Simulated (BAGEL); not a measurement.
**HF/6-31G(d) (density fitting with qzvpp-jkfit, spherical functions) run of CH4FGeN (SMILES [H]/N=[C](/F)[GeH3])**

Aim: the vertical singlet–triplet gap of CH4FGeN at HF/6-31G* (density fitting with qzvpp-jkfit, spherical functions), from 2 runs. 

The results are computed with BAGEL 1.2.2.

4 further runs of the same task are left out: 2 that didn't finish, 2 set aside as unsound or not needed.

### Step 1. The system as given

The species is CH4FGeN (8 atoms), meant as a singlet with charge 0. SMILES: `[H]/N=[C](/F)[GeH3]`. The coordinates come from a PBE0-D4/def2-TZVP relaxation.

Bond lengths: N1–C2 1.246 Å, C2–F3 1.346 Å, C2–Ge4 1.978 Å, N1–H5 1.016 Å, Ge4–H6 1.532 Å, Ge4–H7 1.534 Å, Ge4–H8 1.532 Å. Angles: N1–C2–F3 117.4°, N1–C2–Ge4 131.1°, F3–C2–Ge4 111.5°, C2–N1–H5 111.2°, C2–Ge4–H6 108.9°, C2–Ge4–H7 106.6°, C2–Ge4–H8 108.9°, H6–Ge4–H7 111.0°, H6–Ge4–H8 110.4°, H7–Ge4–H8 111.0°.

### Step 2. A single-point energy at HF/6-31G(d) (density fitting with qzvpp-jkfit, spherical functions)

hf.json

```json
{ "bagel" : [

{
  "title" : "molecule",
  "basis" : "6-31gs.json",
  "df_basis" : "qzvpp-jkfit",
  "angstrom" : "true",
  "geometry" : [
    { "atom" : "N", "xyz" : [    1.895900,    0.222300,   -0.348500 ] },
    { "atom" : "C", "xyz" : [    0.908100,    0.027300,    0.385600 ] },
    { "atom" : "F", "xyz" : [    1.137400,   -0.127100,    1.702400 ] },
    { "atom" : "Ge", "xyz" : [   -1.019900,   -0.103800,   -0.035500 ] },
    { "atom" : "H", "xyz" : [    1.617200,    0.325400,   -1.319900 ] },
    { "atom" : "H", "xyz" : [   -1.766200,    1.006900,    0.710300 ] },
    { "atom" : "H", "xyz" : [   -1.149700,    0.071600,   -1.553900 ] },
    { "atom" : "H", "xyz" : [   -1.530700,   -1.479600,    0.403700 ] }
  ]
},
{ "title" : "hf" },
{ "title" : "print", "file" : "orbitals.molden", "orbitals" : "true" }

]}
```

The basis set 6-31G* is read from a file made from the Basis Set Exchange's data (not shown).

Run with:

```
$ BAGEL_NUM_THREADS=1 BAGEL hf.json > hf.out
```

The program printed:

```text
* using 1 threads per process

  ===============================================================
  ===============================================================

  *** Geometry ***

  { "atom" : "N", "xyz" : [      3.582732,      0.420086,     -0.658570 ] },
  { "atom" : "C", "xyz" : [      1.716060,      0.051590,      0.728678 ] },
  { "atom" : "F", "xyz" : [      2.149374,     -0.240184,      3.217070 ] },
  { "atom" : "Ge", "xyz" : [     -1.927332,     -0.196154,     -0.067085 ] },
  { "atom" : "H", "xyz" : [      3.056065,      0.614917,     -2.494250 ] },
  { "atom" : "H", "xyz" : [     -3.337634,      1.902765,      1.342272 ] },
  { "atom" : "H", "xyz" : [     -2.172618,      0.135304,     -2.936445 ] },
  { "atom" : "H", "xyz" : [     -2.892604,     -2.796039,      0.762882 ] },

  Number of auxiliary basis functions:      567

  Since a DF basis is specified, we compute 2- and 3-index integrals:
    o Being stored without compression. Storage requirement is 0.031 GB

  Number of basis functions:       82
  Number of electrons      :       58

    * METHOD: MOLECULE                             0.37

  *** RHF ***

  === Nuclear Repulsion ===
   257.9921796246

      * DIIS with orbital gradients will be used.

  === RHF iteration (6-31gs.json) ===
      0      -2268.90645774          0.01957041           0.12
      1      -2269.03840154          0.01348136           0.12
      2      -2269.11390156          0.00164672           0.12
      3      -2269.11628583          0.00069456           0.12
      4      -2269.11662506          0.00021285           0.12
      5      -2269.11669691          0.00011392           0.12
      6      -2269.11670989          0.00005017           0.12
      7      -2269.11671364          0.00000917           0.12
      8      -2269.11671371          0.00000393           0.12
      9      -2269.11671372          0.00000164           0.12
     10      -2269.11671372          0.00000039           0.12
     11      -2269.11671372          0.00000016           0.12
     12      -2269.11671372          0.00000006           0.12
     13      -2269.11671372          0.00000002           0.12
     14      -2269.11671372          0.00000001           0.12
    * SCF iteration converged.

    * Permanent dipole moment:
           (    1.180258,     0.017202,     0.730798) a.u.

    * METHOD: HF                                   2.06

    * METHOD: PRINT                                0.01

  ===============================================================
```

Wall time 2.6 s (1 thread of Arm Neoverse V2, shared host); peak memory 0.14 GiB.

### Step 3. The triplet, same level

input.json

```json
{ "bagel" : [

{
  "title" : "molecule",
  "basis" : "6-31gs.json",
  "df_basis" : "qzvpp-jkfit",
  "angstrom" : "true",
  "geometry" : [
    { "atom" : "N", "xyz" : [       1.895900,       0.222300,      -0.348500 ] },
    { "atom" : "C", "xyz" : [       0.908100,       0.027300,       0.385600 ] },
    { "atom" : "F", "xyz" : [       1.137400,      -0.127100,       1.702400 ] },
    { "atom" : "Ge", "xyz" : [      -1.019900,      -0.103800,      -0.035500 ] },
    { "atom" : "H", "xyz" : [       1.617200,       0.325400,      -1.319900 ] },
    { "atom" : "H", "xyz" : [      -1.766200,       1.006900,       0.710300 ] },
    { "atom" : "H", "xyz" : [      -1.149700,       0.071600,      -1.553900 ] },
    { "atom" : "H", "xyz" : [      -1.530700,      -1.479600,       0.403700 ] }
  ]
},

{
  "title" : "uhf",
  "nopen" : 2
},

{
  "title" : "print",
  "file" : "orbitals.molden",
  "orbitals" : "true"
}

]}
```

The basis set 6-31G* is read from a file made from the Basis Set Exchange's data (not shown).

Run with:

```
$ BAGEL_NUM_THREADS=1 BAGEL input.json > input.out
```

The program printed:

```text
* using 1 threads per process

  ===============================================================
  ===============================================================

  *** Geometry ***

  { "atom" : "N", "xyz" : [      3.582732,      0.420086,     -0.658570 ] },
  { "atom" : "C", "xyz" : [      1.716060,      0.051590,      0.728678 ] },
  { "atom" : "F", "xyz" : [      2.149374,     -0.240184,      3.217070 ] },
  { "atom" : "Ge", "xyz" : [     -1.927332,     -0.196154,     -0.067085 ] },
  { "atom" : "H", "xyz" : [      3.056065,      0.614917,     -2.494250 ] },
  { "atom" : "H", "xyz" : [     -3.337634,      1.902765,      1.342272 ] },
  { "atom" : "H", "xyz" : [     -2.172618,      0.135304,     -2.936445 ] },
  { "atom" : "H", "xyz" : [     -2.892604,     -2.796039,      0.762882 ] },

  Number of auxiliary basis functions:      567

  Since a DF basis is specified, we compute 2- and 3-index integrals:
    o Being stored without compression. Storage requirement is 0.031 GB

  Number of basis functions:       82
  Number of electrons      :       58

    * METHOD: MOLECULE                             0.35

  *** Open-shell HF ***

  === Nuclear Repulsion ===
   257.9921796246

      * DIIS with orbital gradients will be used.

  === UHF iteration (6-31gs.json) ===
      0      -2268.71488583          0.03445635           0.23
      1      -2268.85627275          0.02429299           0.23
      2      -2268.90863099          0.01532893           0.23
      3      -2268.94259805          0.00290558           0.23
      4      -2268.94932021          0.00200921           0.23
      5      -2268.95411636          0.00108353           0.23
      6      -2268.95574567          0.00036045           0.23
      7      -2268.95587598          0.00018718           0.23
      8      -2268.95591494          0.00009251           0.23
      9      -2268.95593126          0.00005000           0.23
     10      -2268.95593476          0.00002354           0.23
     11      -2268.95593576          0.00000842           0.23
     12      -2268.95593588          0.00000346           0.23
     13      -2268.95593590          0.00000151           0.23
     14      -2268.95593590          0.00000052           0.23
     15      -2268.95593590          0.00000027           0.23
     16      -2268.95593590          0.00000018           0.23
     17      -2268.95593590          0.00000015           0.23
     18      -2268.95593590          0.00000014           0.23
     19      -2268.95593590          0.00000014           0.23
     20      -2268.95593590          0.00000014           0.23
     21      -2268.95593590          0.00000014           0.23
     22      -2268.95593590          0.00000014           0.23
     23      -2268.95593590          0.00000014           0.23
     24      -2268.95593590          0.00000014           0.23
     25      -2268.95593590          0.00000014           0.23
     26      -2268.95593590          0.00000013           0.23
     27      -2268.95593590          0.00000012           0.23
     28      -2268.95593590          0.00000010           0.23
     29      -2268.95593590          0.00000007           0.23
     30      -2268.95593590          0.00000004           0.23
     31      -2268.95593590          0.00000002           0.23
     32      -2268.95593590          0.00000002           0.23
     33      -2268.95593590          0.00000001           0.23
     34      -2268.95593590          0.00000001           0.23
    * SCF iteration converged.

    * S^2 (UHF) is 2.0209

    * Permanent dipole moment:
           (    0.290174,    -0.102671,     0.978831) a.u.

    * METHOD: UHF                                  8.26

    * METHOD: PRINT                                0.01

  ===============================================================
```

It took 9 s on 1 thread of Arm Neoverse V2, shared host; peak memory 0.14 GiB.

### Step 4. Outcome

Level: HF/6-31G* (density fitting with qzvpp-jkfit, spherical functions).

```
                                        quantity           value
                           singlet: total energy  -2269.11671 Eh
                          singlet: dipole moment          3.53 D
                            singlet: HOMO energy       -11.61 eV
                            singlet: LUMO energy         3.38 eV
                          singlet: HOMO–LUMO gap        14.99 eV
                           triplet: total energy  -2268.95594 Eh
                          triplet: dipole moment          2.61 D
                                   triplet: ⟨S²⟩           2.021
vertical energy of the triplet above the singlet        4.375 eV
```

**Reading.** At this shape the triplet lies 4.37 eV (422 kJ/mol) above the singlet.
